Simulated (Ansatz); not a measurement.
# GaP (F-43m): equation of state with a fit

A script is to give an equation of state with a fit; the system is GaP (F-43m).

Program: the Python package of Ansatz 0.2.0. Level of theory: DFT LDA, plane waves, PAW. These are calculated values, not measurements.

## 1. The structure

Symmetry: F-43m, No. 216, cubic system. The conventional cell has a = 5.451 Å, b = 5.451 Å, c = 5.451 Å, α = 90.00°, β = 90.00°, γ = 90.00°. Around Ga (site symmetry -43m) lie 4 P at 2.36 Å. Around P (site symmetry -43m) lie 4 Ga at 2.36 Å.

The script holds or builds the structure itself.

## 2. The code

eos_gap.py

```python
'''Energy against volume for GaP, with a fit.'''

from dataclasses import dataclass

import ansatz
from ase.eos import EquationOfState
from ase.units import GPa
import numpy as np


@dataclass
class Settings:
    functional: str = 'lda'
    sigma: float = 0.05
    mesh: tuple[int, ...] = (6, 6, 6)


opts = Settings()

vectors0 = np.array([
    [0.0, 2.72525, 2.72525],
    [2.72525, 0.0, 2.72525],
    [2.72525, 2.72525, 0.0],
])
sites = [
    ('Ga', [0.0, 0.0, 0.0]),
    ('P', [0.25, 0.25, 0.25]),
]


def crystal_on(cell):
    crystal = ansatz.Crystal(lattice=ansatz.Lattice.of(cell))
    for symbol, position in sites:
        crystal = crystal.atom(symbol, position)
    return crystal

# uniform scaling of the cell
volumes, energies, pressures = [], [], []
for scale in np.linspace(0.92, 1.08, 7):
    cell = vectors0 * scale ** (1 / 3)
    base = crystal_on(cell).calculation()
    base = base.functional(opts.functional).basis(31 * ansatz.Ry)
    base = base.occupations(ansatz.OccupationsMethod.FERMI_DIRAC, width=opts.sigma)
    base = base.kpoints(*opts.mesh)
    base = base.stress()
    r = base.run().report
    volumes.append(abs(np.linalg.det(cell)) / len(sites))
    energies.append(r['free_energy_ev'] / len(sites))
    pressures.append(np.trace(r['stress_gpa']) / 3)
    print(f'V = {volumes[-1]:8.4f} A^3/atom  F = {energies[-1]:.5f} eV/atom  P = {pressures[-1]:8.3f} GPa')

eos = EquationOfState(volumes, energies, eos='vinet')
v0, e0, bulk = eos.fit()
print(f'V0 = {v0:.4f} A^3/atom, E0 = {e0:.5f} eV/atom, B = {bulk / GPa:.1f} GPa')
eos.plot('eos.png')
```

## 3. Running it

Started as:

```sh
> python eos_gap.py
```

**Question.** Where does the minimum lie against the volume typed, and how stiff is the crystal?

**Answer**, as computed:

| quantity | value |
| --- | --- |
| runs compared | 7 |
| range of energy | 60.31 meV/atom |
| lowest point, volume (Å³/atom) | 19.701 |
| equilibrium volume (fit) | 19.59 Å³/atom |
| bulk modulus (fit) | 90 GPa |

**Reading.** A third-order Birch-Murnaghan fit through the 7 points (the script's own form differs a little) has its minimum at 19.59 Å³ an atom, 3.2 % below the typed cell, with a bulk modulus of 90 GPa and dB/dP = 4.5. From that minimum the energy rises by 14.9 meV an atom on the compressed side and 60.5 meV on the expanded side. Pressure is positive in compression.
